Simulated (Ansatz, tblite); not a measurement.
# Al15N15 wurtzite off sphere (Al15N15H36): rung by rung

An exercise on one series of results from a longer session: the logs are not shown, and one member is left open.

Program: Ansatz 0.2.0, Gaussian basis. Level of theory: as each input shows. These are calculated values, not measurements.

Levels to be run: GFN1-xTB, GFN2-xTB, PBE-D4/def2-SVP, r2SCAN-D4/def2-SVP, BLYP-D4/def2-SVP, CAM-B3LYP-D4/def2-SVP, PBE0-D4/def2-TZVP, PBE-D4/def2-TZVP, HF/STO-3G, MP2/def2-SVP, RPA/def2-SVP.

## The relaxed structure

The geometry is that of the singlet, from an earlier relaxation (PBE-D4/def2-SVP).

66 atoms, charge 0, spin multiplicity 1.

Bond lengths: N1–Al2 1.990 Å, N1–Al7 1.941 Å, N1–H31 1.032 Å, N1–H32 1.037 Å, Al2–N4 1.930 Å, Al2–H33 1.602 Å, Al2–H34 1.643 Å, Al3–N4 1.934 Å, Al3–N10 2.004 Å, Al3–H35 1.620 Å, Al3–H36 1.620 Å, N4–Al5 1.930 Å, N4–Al12 1.883 Å, Al5–N6 1.990 Å, Al5–H37 1.602 Å, Al5–H38 1.643 Å, N6–Al17 1.941 Å, N6–H39 1.037 Å and more. Angles: Al2–N1–Al7 114.9°, Al2–N1–H31 108.6°, Al2–N1–H32 106.1°, Al7–N1–H31 111.0°, Al7–N1–H32 111.1°, H31–N1–H32 104.5°, N1–Al2–N4 104.2°, N1–Al2–H33 108.9°, N1–Al2–H34 101.7°, N4–Al2–H33 114.8°, N4–Al2–H34 109.7°, H33–Al2–H34 116.1°, N4–Al3–N10 104.9°, N4–Al3–H35 110.6°, N4–Al3–H36 110.6°, N10–Al3–H35 105.2°, N10–Al3–H36 105.2°, H35–Al3–H36 119.1° and more.

PBE0-D4/def2-SVP was run before; its log isn't repeated, and its numbers join the tables.

Set-up of the first run:

Tight binding, by tblite at 300 K electronic temperature and without a spin-polarisation term:

```python
tblite.interface.Calculator('GFN1-xTB', numbers, positions, charge=0, uhf=0).singlepoint()
```

Tight binding, by tblite at 300 K electronic temperature and without a spin-polarisation term:

```python
tblite.interface.Calculator('GFN2-xTB', numbers, positions, charge=0, uhf=0).singlepoint()
```

start.molden holds the orbitals of an earlier run on this state, given as this run's starting guess.

The input, in.yaml:

```yaml
crystal:
  periodic: [false, false, false]
  atoms:
    - {symbol: N, position_ang: [-0.817081, -4.039571, -0.521135]}
    - {symbol: Al, position_ang: [-2.461202, -3.208106, 0.231835]}
    - {symbol: Al, position_ang: [-2.485169, -1.433038, -2.332295]}
    - {symbol: N, position_ang: [-2.400864, -1.386049, -0.400954]}
    - {symbol: Al, position_ang: [-4.008549, -0.528327, 0.234353]}
    - {symbol: N, position_ang: [-3.907544, 1.312376, -0.516026]}
    - {symbol: Al, position_ang: [0.845334, -3.204604, 0.030941]}
    - {symbol: N, position_ang: [0.628317, -3.167165, 1.977964]}
    - {symbol: Al, position_ang: [0.711242, -1.450455, -2.387495]}
    - {symbol: N, position_ang: [-0.832393, -0.477931, -2.943253]}
    - {symbol: N, position_ang: [0.740043, -1.371304, -0.487214]}
    - {symbol: Al, position_ang: [-0.839120, -0.484641, 0.142961]}
    - {symbol: Al, position_ang: [0.749897, -1.399182, 2.793580]}
    - {symbol: N, position_ang: [-0.741665, -0.430056, 2.080172]}
    - {symbol: Al, position_ang: [-0.902740, 1.344384, -2.384932]}
    - {symbol: N, position_ang: [-0.818203, 1.327143, -0.484751]}
    - {symbol: Al, position_ang: [-2.352905, 2.334096, 0.036076]}
    - {symbol: Al, position_ang: [-0.834460, 1.345395, 2.795992]}
    - {symbol: N, position_ang: [-2.427340, 2.124720, 1.982873]}
    - {symbol: N, position_ang: [2.287887, -0.444405, -3.006045]}
    - {symbol: Al, position_ang: [2.339113, -0.477038, 0.115103]}
    - {symbol: N, position_ang: [2.258196, -0.445811, 2.060476]}
    - {symbol: Al, position_ang: [2.428771, 1.404786, -2.373344]}
    - {symbol: N, position_ang: [0.756181, 2.207771, -3.003742]}
    - {symbol: N, position_ang: [2.309660, 1.334211, -0.493856]}
    - {symbol: Al, position_ang: [0.756134, 2.264342, 0.117511]}
    - {symbol: Al, position_ang: [2.313566, 1.333263, 2.797177]}
    - {symbol: N, position_ang: [0.744678, 2.176036, 2.062754]}
    - {symbol: Al, position_ang: [3.942062, 2.276753, 0.028537]}
    - {symbol: N, position_ang: [3.858106, 2.224806, 2.024361]}
    - {symbol: H, position_ang: [-0.821272, -5.045580, -0.290033]}
    - {symbol: H, position_ang: [-0.925369, -4.010234, -1.551914]}
    - {symbol: H, position_ang: [-3.737587, -4.046096, -0.254412]}
    - {symbol: H, position_ang: [-2.144143, -3.244765, 1.843652]}
    - {symbol: H, position_ang: [-2.322460, -2.950615, -2.874184]}
    - {symbol: H, position_ang: [-3.718683, -0.532826, -2.871904]}
    - {symbol: H, position_ang: [-5.372975, -1.213931, -0.251586]}
    - {symbol: H, position_ang: [-3.880442, -0.237641, 1.846516]}
    - {symbol: H, position_ang: [-3.937233, 1.205502, -1.546935]}
    - {symbol: H, position_ang: [-4.780766, 1.811210, -0.283357]}
    - {symbol: H, position_ang: [2.170068, -4.023131, -0.330207]}
    - {symbol: H, position_ang: [-0.349867, -3.471683, 2.183129]}
    - {symbol: H, position_ang: [1.244026, -3.844469, 2.452340]}
    - {symbol: H, position_ang: [0.809834, -2.950282, -2.957857]}
    - {symbol: H, position_ang: [-0.936184, -0.536925, -3.971342]}
    - {symbol: H, position_ang: [0.810215, -1.558282, 4.383244]}
    - {symbol: H, position_ang: [-1.599072, -0.924946, 2.396530]}
    - {symbol: H, position_ang: [-2.153035, 2.180165, -2.953038]}
    - {symbol: H, position_ang: [-2.400038, 3.891083, -0.322931]}
    - {symbol: H, position_ang: [-0.940749, 1.475050, 4.385917]}
    - {symbol: H, position_ang: [-3.179601, 1.429108, 2.187609]}
    - {symbol: H, position_ang: [-2.706185, 2.995749, 2.458698]}
    - {symbol: H, position_ang: [2.385827, -0.508885, -4.031358]}
    - {symbol: H, position_ang: [3.118957, -0.946575, -2.641016]}
    - {symbol: H, position_ang: [3.648956, -1.280621, -0.375467]}
    - {symbol: H, position_ang: [3.108058, -0.929597, 2.400586]}
    - {symbol: H, position_ang: [3.693304, 2.135949, -3.023102]}
    - {symbol: H, position_ang: [0.748550, 2.326032, -4.028917]}
    - {symbol: H, position_ang: [0.736981, 3.178155, -2.637560]}
    - {symbol: H, position_ang: [0.714185, 3.801050, -0.371171]}
    - {symbol: H, position_ang: [2.411778, 1.388740, 4.393490]}
    - {symbol: H, position_ang: [0.750954, 3.153459, 2.404214]}
    - {symbol: H, position_ang: [5.242514, 1.404292, -0.350342]}
    - {symbol: H, position_ang: [3.834383, 3.840119, -0.345967]}
    - {symbol: H, position_ang: [4.724220, 1.785471, 2.374296]}
    - {symbol: H, position_ang: [3.912870, 3.193519, 2.376796]}
basis:
  gaussian: {orbitals: def2-SVP, fitting: {mean_field: def2-universal-jkfit}, initial_orbitals: start.molden}
hamiltonian: {xc: pbe, dispersion: d4}
scf: {omitted_lower_state_checks: [starts]}
output: {orbitals: {seedname: orbitals}}
```

Run with:

```bash
ansatz run in.yaml --threads 4 --pin off --events-out ev --progress --plain --max-ram 66560MiB --backend cuda --devices 0, --max-vram 37GiB
```

Steps of the session up to this table: PBE-D4/def2-SVP; r2SCAN-D4/def2-SVP; BLYP-D4/def2-SVP; CAM-B3LYP-D4/def2-SVP; PBE0-D4/def2-TZVP; PBE-D4/def2-TZVP; HF/STO-3G; MP2/def2-SVP; RPA/def2-SVP.

One of the session's tables, all rows but one given; the rest of the session is left out.

It belongs to the step «Binding energy». 

| level | binding an atom (eV) |
| --- | --- |
| HF/STO-3G | 3.726 |
| HF/def2-SVP | 2.670 |
| PBE-D4/def2-SVP | 3.789 |
| PBE-D4/def2-TZVP | 3.755 |
| BLYP-D4/def2-SVP | 3.764 |
| r2SCAN-D4/def2-SVP | 3.762 |
| PBE0-D4/def2-SVP | 3.741 |
| PBE0-D4/def2-TZVP | ? |
| CAM-B3LYP-D4/def2-SVP | 3.794 |
| MP2/def2-SVP | 3.560 |

**Question.** Estimate the row for PBE0-D4/def2-TZVP.

As computed: binding an atom (eV): 3.709. In the column «binding an atom (eV)» it lies between MP2/def2-SVP (3.560) and HF/STO-3G (3.726).

Limits of these values: Free atoms were run apart at each level; binding is atoms less cluster, divided by the number of atoms, without zero-point or spin-orbit terms.
